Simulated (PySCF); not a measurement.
# [HfBr2]2+: other functionals and bases at one geometry

Aim: see how levels, charges and forces of [HfBr2]2+ depend on the level of theory. The species was built from a template and needn't be a known compound.

The runs use PySCF 2.14.0; several levels, as the steps say, no spin–orbit coupling.

1 further run of the same task is left out (for a known fault of the program).

## 1. Where the work starts

3 atoms, charge 2, spin multiplicity 1.

Bond lengths: Hf1–Br2 2.346 Å, Hf1–Br3 2.346 Å. Angles: Br2–Hf1–Br3 103.1°.

Geometry (Å):

```xyz
3
charge 2, multiplicity 1
Hf    0.00000    0.00000   -0.76791
Br    1.83800    0.00000    0.69073
Br   -1.83800    0.00000    0.69073
```

Formal oxidation states: Hf +4. An earlier session relaxed this geometry at PBE0, Hf def2-SVP with ECP60, Br def2-SVP (singlet, point group C2v).

At PBE0 on the finer grid: E = -5194.408750 Eh, HOMO -19.26 eV, LUMO -15.00 eV, Mulliken charge on Hf1 +1.52 e, largest force component 0.019 eV/Å. 

Levels to run: BP86; PBE; PBE0, TZVP. Hardware: 2 threads of Arm Neoverse N1, shared host.

## 2. BP86

run.py (the lines that set the calculation)

```python
mol = gto.M(atom='''
Hf     0.00000     0.00000    -0.76791
Br     1.83800     0.00000     0.69073
Br    -1.83800     0.00000     0.69073''',
    basis={'Hf': 'def2-SVP', 'Br': 'def2-SVP'},
    ecp={'Hf': 'def2-SVP'},
    charge=2, spin=0)
mf = dft.RKS(mol, xc='B88,P86')
mf.grids.atom_grid = (75, 302)
mf = mf.density_fit()  # fitting sets: Hf def2-universal-JKFIT, Br def2-universal-JKFIT
mf.conv_tol = 1e-08; mf.max_cycle = 55
mf.kernel(dm0)  # dm0: the density of the relaxed state
```

Launch:

```console
> OMP_NUM_THREADS=2 python run.py
```

Output:

```text
init E= -5195.64613150199
  HOMO = -0.66737738290574  LUMO = -0.594375577302002  gap/eV = 1.98648
cycle= 1 E= -5195.63049689105  delta_E= 0.0156  |g|= 0.257  |ddm|= 0.418
  HOMO = -0.692791672059389  LUMO = -0.523030940002907  gap/eV = 4.61942
cycle= 2 E= -5195.44471218861  delta_E= 0.186  |g|= 0.732  |ddm|= 1.24
  HOMO = -0.668572322304419  LUMO = -0.583234713113107  gap/eV = 2.32215
cycle= 3 E= -5195.64745788667  delta_E= -0.203  |g|= 0.0823  |ddm|= 1.07
  HOMO = -0.668831651119498  LUMO = -0.580627655958883  gap/eV = 2.40015
cycle= 4 E= -5195.64957246461  delta_E= -0.00211  |g|= 0.0244  |ddm|= 0.0711
  HOMO = -0.670601016399399  LUMO = -0.581169697912171  gap/eV = 2.43355
cycle= 5 E= -5195.64970172023  delta_E= -0.000129  |g|= 0.00762  |ddm|= 0.0216
  HOMO = -0.670329733932027  LUMO = -0.580392969805971  gap/eV = 2.44730
cycle= 6 E= -5195.64972179263  delta_E= -2.01e-05  |g|= 0.000748  |ddm|= 0.00906
  HOMO = -0.670270212307119  LUMO = -0.580351286323281  gap/eV = 2.44682
cycle= 7 E= -5195.64972193034  delta_E= -1.38e-07  |g|= 0.000275  |ddm|= 0.000896
  HOMO = -0.670280752932838  LUMO = -0.580348923022502  gap/eV = 2.44717
cycle= 8 E= -5195.649721952  delta_E= -2.17e-08  |g|= 8.94e-05  |ddm|= 0.000244
  HOMO = -0.67028416215315  LUMO = -0.580343692022865  gap/eV = 2.44740
cycle= 9 E= -5195.6497219548  delta_E= -2.8e-09  |g|= 1.15e-05  |ddm|= 0.000123
  HOMO = -0.670283306970358  LUMO = -0.580347741074159  gap/eV = 2.44727
Extra cycle  E= -5195.64972195385  delta_E= 9.5e-10  |g|= 5.36e-05  |ddm|= 7.72e-05
converged SCF energy = -5195.64972195385
```

It took 8.4 s on 2 threads of Arm Neoverse N1, shared host.

Read off: E = -5195.649722 Eh, HOMO -18.24 eV, LUMO -15.79 eV, Mulliken charge on Hf1 +1.42 e, largest force component 0.612 eV/Å. 

## 3. PBE

run.py (the lines that set the calculation), as its differences from that of step 2:

```diff
@@ -7,3 +7,3 @@
     charge=2, spin=0)
-mf = dft.RKS(mol, xc='B88,P86')
+mf = dft.RKS(mol, xc='PBE')
 mf.grids.atom_grid = (75, 302)
```

Launch:

```console
> OMP_NUM_THREADS=2 python run.py
```

Output:

```text
init E= -5194.27331974659
  HOMO = -0.66257050718805  LUMO = -0.596738812061325  gap/eV = 1.79137
cycle= 1 E= -5194.25457989902  delta_E= 0.0187  |g|= 0.273  |ddm|= 0.423
  HOMO = -0.690550175208415  LUMO = -0.521633164321594  gap/eV = 4.59647
cycle= 2 E= -5194.05066373026  delta_E= 0.204  |g|= 0.764  |ddm|= 1.32
  HOMO = -0.664550499015607  LUMO = -0.585141731100792  gap/eV = 2.16082
cycle= 3 E= -5194.27438120739  delta_E= -0.224  |g|= 0.0827  |ddm|= 1.12
  HOMO = -0.664608832138352  LUMO = -0.582486890445975  gap/eV = 2.23465
cycle= 4 E= -5194.27650582514  delta_E= -0.00212  |g|= 0.0255  |ddm|= 0.0725
  HOMO = -0.666445263889175  LUMO = -0.582956538945258  gap/eV = 2.27184
cycle= 5 E= -5194.27664852688  delta_E= -0.000143  |g|= 0.00741  |ddm|= 0.0231
  HOMO = -0.666172785313225  LUMO = -0.582209097506809  gap/eV = 2.28477
cycle= 6 E= -5194.27666752575  delta_E= -1.9e-05  |g|= 0.000714  |ddm|= 0.0089
  HOMO = -0.666105077028842  LUMO = -0.582161675378183  gap/eV = 2.28422
cycle= 7 E= -5194.27666764658  delta_E= -1.21e-07  |g|= 0.000261  |ddm|= 0.000884
  HOMO = -0.666114344695742  LUMO = -0.582157823866984  gap/eV = 2.28457
cycle= 8 E= -5194.27666766669  delta_E= -2.01e-08  |g|= 8.18e-05  |ddm|= 0.000246
  HOMO = -0.66611728622611  LUMO = -0.582152542976669  gap/eV = 2.28480
cycle= 9 E= -5194.27666766902  delta_E= -2.33e-09  |g|= 1.39e-05  |ddm|= 0.000118
  HOMO = -0.666116072817719  LUMO = -0.582157290865239  gap/eV = 2.28463
Extra cycle  E= -5194.27666766766  delta_E= 1.36e-09  |g|= 6.45e-05  |ddm|= 9.32e-05
converged SCF energy = -5194.27666766766
```

It took 7.4 s on 2 threads of Arm Neoverse N1, shared host.

Read off: E = -5194.276668 Eh, HOMO -18.13 eV, LUMO -15.84 eV, Mulliken charge on Hf1 +1.40 e, largest force component 0.557 eV/Å. 

## 4. PBE0, TZVP

Basis: Hf def2-TZVP with ECP60, Br def2-TZVP. 

run.py (the lines that set the calculation)

```python
mol = gto.M(atom='''
Hf     0.00000     0.00000    -0.76791
Br     1.83800     0.00000     0.69073
Br    -1.83800     0.00000     0.69073''',
    basis={'Hf': 'def2-TZVP', 'Br': 'def2-TZVP'},
    ecp={'Hf': 'def2-TZVP'},
    charge=2, spin=0)
mf = dft.RKS(mol, xc='PBE0')
mf.grids.atom_grid = (75, 302)
mf = mf.density_fit()  # fitting sets: Hf def2-universal-JKFIT, Br def2-universal-JKFIT
mf.conv_tol = 1e-08; mf.max_cycle = 55
mf.kernel(dm0)  # dm0: free metal ions and neutral atoms
```

Launch:

```console
> OMP_NUM_THREADS=2 python run.py
```

Output:

```text
init E= -5193.09126761296
  HOMO = -0.756492365565192  LUMO = -0.632767270343616  gap/eV = 3.36673
cycle= 1 E= -5194.94980179592  delta_E= -1.86  |g|= 0.718  |ddm|= 2.32
  HOMO = -0.690734437517141  LUMO = -0.467274371878102  gap/eV = 6.08066
cycle= 2 E= -5194.81201274803  delta_E= 0.138  |g|= 0.924  |ddm|= 1.05
  HOMO = -0.68423560687504  LUMO = -0.578164309189799  gap/eV = 2.88635
cycle= 3 E= -5194.974848618  delta_E= -0.163  |g|= 0.493  |ddm|= 1.03
  HOMO = -0.701701022256004  LUMO = -0.549490679897139  gap/eV = 4.14185
cycle= 4 E= -5195.04835815344  delta_E= -0.0735  |g|= 0.0509  |ddm|= 0.373
  HOMO = -0.703224953231956  LUMO = -0.54598400467701  gap/eV = 4.27874
cycle= 5 E= -5195.04910675593  delta_E= -0.000749  |g|= 0.0137  |ddm|= 0.0419
  HOMO = -0.704072586024689  LUMO = -0.545979462377061  gap/eV = 4.30193
cycle= 6 E= -5195.04914259554  delta_E= -3.58e-05  |g|= 0.00174  |ddm|= 0.00978
  HOMO = -0.703869687201708  LUMO = -0.545812331403602  gap/eV = 4.30096
cycle= 7 E= -5195.04914331257  delta_E= -7.17e-07  |g|= 0.000467  |ddm|= 0.00158
  HOMO = -0.70385980365249  LUMO = -0.545843379426706  gap/eV = 4.29985
cycle= 8 E= -5195.04914338143  delta_E= -6.89e-08  |g|= 0.000101  |ddm|= 0.000391
  HOMO = -0.703861872673268  LUMO = -0.545855070486306  gap/eV = 4.29958
cycle= 9 E= -5195.04914338522  delta_E= -3.8e-09  |g|= 1.28e-05  |ddm|= 0.000114
  HOMO = -0.703860779757866  LUMO = -0.545854639620711  gap/eV = 4.29957
Extra cycle  E= -5195.04914338532  delta_E= -9.28e-11  |g|= 1.11e-05  |ddm|= 2.9e-05
converged SCF energy = -5195.04914338532
```

It took 20 s on 2 threads of Arm Neoverse N1, shared host.

Result: E = -5195.049143 Eh, HOMO -19.15 eV, LUMO -14.85 eV, Mulliken charge on Hf1 +1.63 e, largest force component 0.250 eV/Å. 

## 5. Results

| level | state | HOMO (eV) | gap (eV) | charge on Hf1 (e) | dipole (D) | largest force (eV/Å) | basis functions | time |
| --- | --- | --- | --- | --- | --- | --- | --- | --- |
| PBE0 (relaxed here) | singlet | -19.26 | 4.26 | 1.52 | 5.08 | 0.02 | 96 | 19 s |
| BP86 | singlet | -18.24 | 2.45 | 1.42 | 4.49 | 0.61 | 96 | 8.4 s |
| PBE | singlet | -18.13 | 2.28 | 1.40 | 4.44 | 0.56 | 96 | 7.4 s |
| PBE0, TZVP | singlet | -19.15 | 4.30 | 1.63 | 4.83 | 0.25 | 136 | 20 s |

Times are on 2 threads of Arm Neoverse N1, shared host; the first row also made further properties. The dipole of a charged species depends on the origin, so these sizes hold for this origin alone.

In one basis the HOMO–LUMO gap runs from 2.28 eV (PBE) to 4.26 eV (PBE0). The largest leftover force, 0.61 eV/Å with BP86, stands at a geometry relaxed at another level. The Mulliken charge on Hf spans +1.40 to +1.63 e over the levels. Total energies of different levels can't be compared. Spin–orbit coupling is left out throughout.
